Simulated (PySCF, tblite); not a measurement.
# C5H14N2Si: geometry, infrared bands and NMR shifts

Aim: predict the infrared bands and NMR shifts of C5H14N2Si (`[SiH3]NN1CCCCC1`).

The runs use tblite 0.8.0 and PySCF 2.14.0, with density-fitted response routines of our own; the level of theory stands in each step. All values are computed, except where a source is named. Atoms are numbered from 0 throughout.

### 1 The starting structure

22 atoms, charge 0, multiplicity 1; geometry from: force field or distance geometry start.

Bonds of the start (Å): Si0–N1 1.73, N1–N2 1.45, N2–C3 1.48, C3–C4 1.52, C4–C5 1.52, C5–C6 1.53, C6–C7 1.54, C7–N2 1.49, Si0–H8 1.48, Si0–H9 1.48, Si0–H10 1.48, N1–H11 1.02, C3–H12 1.12, C3–H13 1.10, C4–H14 1.11, C4–H15 1.09, C5–H16 1.09, C5–H17 1.10, C6–H18 1.10, C6–H19 1.09, C7–H20 1.10, C7–H21 1.09.

### 2 Relaxing the molecule with GFN2-xTB

The job: settings as JSON, then the geometry in Å.

```
{"job": {"kind": "relax", "xc": "GFN2-xTB", "basis": "xTB"}, "charge": 0, "multiplicity": 1}
Si     3.224200    -0.154200     0.549000
N      1.674400    -0.878500     0.784900
N      0.576100    -0.134700     0.206200
C     -0.316800    -1.036600    -0.558900
C     -1.486800    -0.283900    -1.167300
C     -2.285300     0.475500    -0.120400
C     -1.354000     1.345500     0.725100
C     -0.181900     0.532700     1.295100
H      4.223300    -1.018800     1.216600
H      3.490100    -0.126100    -0.901900
H      3.221300     1.206700     1.141200
H      1.746400    -1.824900     0.404300
H     -0.704300    -1.842800     0.107600
H      0.255100    -1.523500    -1.361400
H     -1.109500     0.432900    -1.922000
H     -2.147500    -0.980900    -1.688400
H     -3.043800     1.101300    -0.592600
H     -2.805200    -0.244400     0.528600
H     -1.921900     1.796300     1.557400
H     -0.961000     2.169200     0.124500
H     -0.569600    -0.205800     2.013300
H      0.466100     1.214500     1.846000
```

Started as:

```
OMP_NUM_THREADS=1 python probes_run.py task.json out
```

The driver reads the jobs from task.json and runs them one after another.

**Question.** This job is followed by: GFN2-xTB harmonic vibrations, gas phase; GIAO PBE0/pcSseg-1 NMR shielding, non-relativistic, gas phase. Predict these results of the whole session: strongest single infrared mode (GFN2-xTB); zero-point energy (GFN2-xTB); ¹³C shifts against TMS (PBE0/pcSseg-1, means over atoms taken as alike); ¹H shifts against TMS (PBE0/pcSseg-1, means over atoms taken as alike); ²⁹Si shifts against TMS (PBE0/pcSseg-1); ¹⁵N shifts against NH3 (PBE0/pcSseg-1).

As calculated:

```
                                                               quantity                             value
                              strongest single infrared mode (GFN2-xTB)             2158 cm⁻¹, 377 km/mol
                                           zero-point energy (GFN2-xTB)                    116.1 kcal/mol
¹³C shifts against TMS (PBE0/pcSseg-1, means over atoms taken as alike)              63.2, 30.6, 27.9 ppm
 ¹H shifts against TMS (PBE0/pcSseg-1, means over atoms taken as alike)  4.67, 2.53, 1.66, 1.38, 1.28 ppm
                                ²⁹Si shifts against TMS (PBE0/pcSseg-1)                         -61.2 ppm
                                 ¹⁵N shifts against NH3 (PBE0/pcSseg-1)                   104.0, 94.8 ppm
```

Over 121 steps the energy fell by 0.396 eV; of the close pairs, N1–N2 changed most, 1.447 to 1.407 Å. No mode is imaginary among the 60: a minimum at this level. The strongest single mode, at 2158 cm⁻¹, moves mainly H10. GFN2-xTB is a fitted tight-binding method: band positions and strengths are rough. Its intensities can rank the bands wrongly. At PBE0/pcSseg-1: The largest span, 162 ppm, is at N1, where the paramagnetic term is -146 ppm.
